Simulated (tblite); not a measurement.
# C6H10O2SSi: the cost of one run

Programs: tblite 0.8.0 and PySCF 2.14.0, with density-fitted response routines of our own. Each step states its level of theory. These are calculated values for one molecule in the gas phase, unless marked as measured. Atoms are numbered from 0 throughout.

## Step 1: Starting geometry

20 atoms, charge 0, multiplicity 1; geometry from: force field or distance geometry start.

Bonds of the start (Å): O0–C1 1.28, C1–O2 1.39, O2–C3 1.42, C3–C4 1.49, C4–S5 1.44, C4–C6 1.51, C6–C7 1.51, C7–C8 1.49, C8–Si9 1.86, Si9–C6 1.87, C1–H10 1.09, C3–H11 1.09, C3–H12 1.12, C6–H13 1.09, C7–H14 1.13, C7–H15 1.12, C8–H16 1.10, C8–H17 1.11, Si9–H18 1.46, Si9–H19 1.45.

## Step 2: Relaxing the molecule with GFN2-xTB

What the job is given:

```
{"job": {"kind": "relax", "xc": "GFN2-xTB", "basis": "xTB"}, "charge": 0, "multiplicity": 1}
O      4.290900     0.162400    -0.011300
C      3.371900     0.561400     0.777600
O      2.044800     0.223400     0.568800
C      1.753100    -0.547000    -0.588200
C      0.302900    -0.859600    -0.730000
S     -0.214800    -2.198900    -0.761000
C     -0.697400     0.259500    -0.887700
C     -2.127900    -0.193500    -1.031700
C     -2.389700    -0.337000     0.432500
Si    -1.191000     1.055700     0.727400
H      3.610700     1.156400     1.662600
H      2.070100    -0.050300    -1.501700
H      2.248500    -1.547300    -0.452900
H     -0.352600     0.987700    -1.624700
H     -2.744700     0.658000    -1.458900
H     -2.260100    -1.131000    -1.628700
H     -2.141700    -1.300300     0.902500
H     -3.443000    -0.089000     0.693900
H     -0.272200     0.864800     1.852200
H     -1.863000     2.335400     0.646600
```

Started as:

```console
OMP_NUM_THREADS=1 python probes_run.py task.json out
```

The driver reads the jobs from task.json and runs them one after another.

**Question.** How long does this first job take on 1 thread of Arm Neoverse V1, shared host?

About 1.5 s.
